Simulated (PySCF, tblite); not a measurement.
# C₅H₇F₃P+: geometry, infrared bands and NMR shifts

Aim: predict the infrared bands and NMR shifts of C₅H₇F₃P+ (`FC(F)(F)C1=C[PH2+]CC1`).

The runs use tblite 0.8.0 and PySCF 2.14.0, with density-fitted response routines of our own; the level of theory stands in each step. All values are computed, except where a source is named. Atoms count from 0, in the outputs and in this text.

## 1. The starting structure

16 atoms, charge 1, multiplicity 1; geometry from: force field or distance geometry start.

Bonds of the start (Å): F0–C1 1.35, C1–F2 1.37, C1–F3 1.36, C1–C4 1.49, C4–C5 1.36, C5–P6 1.75, P6–C7 1.83, C7–C8 1.53, C8–C4 1.50, C5–H9 1.08, P6–H10 1.41, P6–H11 1.41, C7–H12 1.10, C7–H13 1.09, C8–H14 1.08, C8–H15 1.10.

## 2. Optimising the geometry with GFN2-xTB

Job settings and geometry (Å):

```
{"job": {"kind": "relax", "xc": "GFN2-xTB", "basis": "xTB"}, "charge": 1, "multiplicity": 1}
F      2.811300    -0.005200    -1.309100
C      2.208600    -0.080200    -0.098600
F      2.615700    -1.264200     0.464600
F      2.741500     0.912400     0.664800
C      0.725300     0.014000    -0.153300
C     -0.029000     0.156700    -1.274500
P     -1.742800     0.290300    -0.926700
C     -1.499500    -0.285300     0.790700
C     -0.035000    -0.017500     1.138600
H      0.394700     0.201600    -2.265300
H     -2.521800    -0.551300    -1.754300
H     -2.163400     1.625800    -1.047900
H     -1.705200    -1.366800     0.818200
H     -2.192500     0.199400     1.474600
H      0.330400    -0.778600     1.818600
H      0.054100     0.957900     1.648100
```

The run is started by

```console
OMP_NUM_THREADS=1 python probes_run.py task.json out
```

This one command runs all jobs of the session in turn.

**Question.** This job is followed by: GFN2-xTB harmonic vibrations, gas phase; GIAO PBE0/pcSseg-1 NMR shielding, non-relativistic, gas phase. What will the session give for the following? strongest single infrared mode (GFN2-xTB); zero-point energy (GFN2-xTB); ¹³C shifts against TMS (PBE0/pcSseg-1); ¹H shifts against TMS (PBE0/pcSseg-1, means over atoms taken as alike); ¹⁹F shifts against CFCl3 (PBE0/pcSseg-1, means over atoms taken as alike); ³¹P shifts against H3PO4 (PBE0/pcSseg-1).

The runs gave:

| quantity | value |
| --- | --- |
| strongest single infrared mode (GFN2-xTB) | 1074 cm⁻¹, 290 km/mol |
| zero-point energy (GFN2-xTB) | 67.8 kcal/mol |
| ¹³C shifts against TMS (PBE0/pcSseg-1) | 183.6, 127.3, 108.2, 38.2, 15.2 ppm |
| ¹H shifts against TMS (PBE0/pcSseg-1, means over atoms taken as alike) | 6.77, 6.51, 3.92, 3.31 ppm |
| ¹⁹F shifts against CFCl3 (PBE0/pcSseg-1, means over atoms taken as alike) | -80.6 ppm |
| ³¹P shifts against H3PO4 (PBE0/pcSseg-1) | -27.3 ppm |

In words: Relaxing lowered the energy by 0.187 eV in 64 steps; the close pair that moved most is C1–F2, from 1.373 to 1.334 Å. No mode is imaginary among the 42: a minimum at this level. The strongest single mode, at 1074 cm⁻¹, moves mainly C1. Unscaled tight-binding wavenumbers are off by several per cent, some by more. Its intensities can rank the bands wrongly. At PBE0/pcSseg-1: The largest span, 217 ppm, is at C4, where the paramagnetic term is -264 ppm.
